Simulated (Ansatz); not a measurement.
Geometry optimisation, DFT PBE, scalar-relativistic, plane waves, PAW (Ansatz).

The input (input.yaml):

```yaml
crystal:
  lattice:
    - [-3.65, -6.321985, 0.0]
    - [5.475, -3.160993, 0.0]
    - [0.0, 0.0, 11.4683]
  atoms:
    - { symbol: "Y", position: [0.75000002, 0.50000002, 0.0] }
    - { symbol: "Y", position: [0.50000002, 0.33333334, 0.25] }
    - { symbol: "Y", position: [0.75000002, 0.50000002, 0.5] }
    - { symbol: "Y", position: [0.50000002, 0.33333334, 0.75] }
    - { symbol: "Y", position: [0.50000003, 2.0e-08, 0.0] }
    - { symbol: "Y", position: [0.24999999, 0.83333332, 0.25] }
    - { symbol: "Y", position: [0.50000003, 2.0e-08, 0.5] }
    - { symbol: "Y", position: [0.24999999, 0.83333332, 0.75] }
    - { symbol: "Y", position: [0.25, 0.5, 0.0] }
    - { symbol: "Y", position: [-1.0e-08, 0.33333333, 0.25] }
    - { symbol: "Y", position: [0.25, 0.5, 0.5] }
    - { symbol: "Y", position: [-1.0e-08, 0.33333333, 0.75] }
    - { symbol: "Y", position: [0.0, 0.0, 0.0] }
    - { symbol: "Y", position: [0.75000001, 0.83333334, 0.25] }
    - { symbol: "Y", position: [0.0, 0.0, 0.5] }
    - { symbol: "Y", position: [0.75000001, 0.83333334, 0.75] }
    - { symbol: Li, position: [0.49548258, 0.67171274, 0.37125603] }
basis:
  ecutwfc: 420.0
kpoints:
  mp_grid: { grid: [3, 3, 2] }
hamiltonian:
  xc: pbe
scf:
  occupations: { method: gaussian, width: 0.15 }
  lower_state_search: "off"
relax:
  f_tol: 0.03
  max_steps: 60
  adjacent_minimum: "off"
```

Command:

```bash
$ ansatz run input.yaml --threads 4 --pin off --max-ram 10240MiB --backend cpu --events-out ev --progress --plain --runs-dir out
```

Where does it end, and by what steps?

The forces met the threshold. The force dipped under the threshold on the way, but the program's further checks kept it going. Limits of this set-up: coarse k mesh, a small cell, in which the defect meets its images, a typed lattice constant that wasn't relaxed here. After 12 steps the energy has fallen by 1.249 eV; Li17 moved furthest, 1.31 Å. Joined: Y1–Li17 (4.77 → 3.46 Å), Y5–Li17 (4.74 → 3.59 Å), Y9–Li17 (4.75 → 3.47 Å).

```json
{"step": "0", "energy less start (eV)": "0.0000", "largest force component (eV/Å)": "1.426", "accepted": "yes"}
{"step": "1", "energy less start (eV)": "-0.9524", "largest force component (eV/Å)": "0.278", "accepted": "yes"}
{"step": "2", "energy less start (eV)": "-1.0187", "largest force component (eV/Å)": "0.075", "accepted": "yes"}
{"step": "3", "energy less start (eV)": "-1.0248", "largest force component (eV/Å)": "0.237", "accepted": "yes"}
{"step": "4", "energy less start (eV)": "-1.1058", "largest force component (eV/Å)": "0.295", "accepted": "yes"}
{"step": "5", "energy less start (eV)": "-1.1632", "largest force component (eV/Å)": "0.222", "accepted": "yes"}
{"step": "6", "energy less start (eV)": "-1.2072", "largest force component (eV/Å)": "0.133", "accepted": "yes"}
{"step": "7", "energy less start (eV)": "-1.2343", "largest force component (eV/Å)": "0.068", "accepted": "yes"}
{"step": "8", "energy less start (eV)": "-1.2469", "largest force component (eV/Å)": "0.022", "accepted": "yes"}
{"step": "9", "energy less start (eV)": "-1.2469", "largest force component (eV/Å)": "0.022", "accepted": "yes"}
{"step": "10", "energy less start (eV)": "-1.2480", "largest force component (eV/Å)": "0.044", "accepted": "yes"}
{"step": "11", "energy less start (eV)": "-1.2454", "largest force component (eV/Å)": "0.131", "accepted": "no"}
{"step": "12", "energy less start (eV)": "-1.2487", "largest force component (eV/Å)": "0.001", "accepted": "yes"}
```

```xyz
17
Lattice="-3.6500 -6.3220 0.0000 5.4750 -3.1610 0.0000 0.0000 0.0000 11.4683" Properties=species:S:1:pos:R:3
Y 0.004 -6.311 0.176
Y -0.406 -3.978 2.948
Y 0.004 -6.311 5.722
Y 0.002 -4.213 8.683
Y -1.867 -3.134 0.044
Y 3.984 -4.061 2.948
Y -1.867 -3.134 5.853
Y 3.638 -4.209 8.683
Y 1.819 -3.167 0.175
Y 1.914 -1.103 2.949
Y 1.819 -3.167 5.722
Y 1.859 -1.071 8.683
Y 0.053 -0.028 -0.008
Y 1.861 -7.739 2.948
Y 0.053 -0.028 5.905
Y 1.816 -7.365 8.683
Li 1.781 -5.241 2.952
```

Whether the end is a true minimum wasn't checked by a vibrational analysis.

Time of the run: 110 s on 4 threads of AMD EPYC 7B13 (Zen 3), on a shared host, peak memory 1.6 GiB.
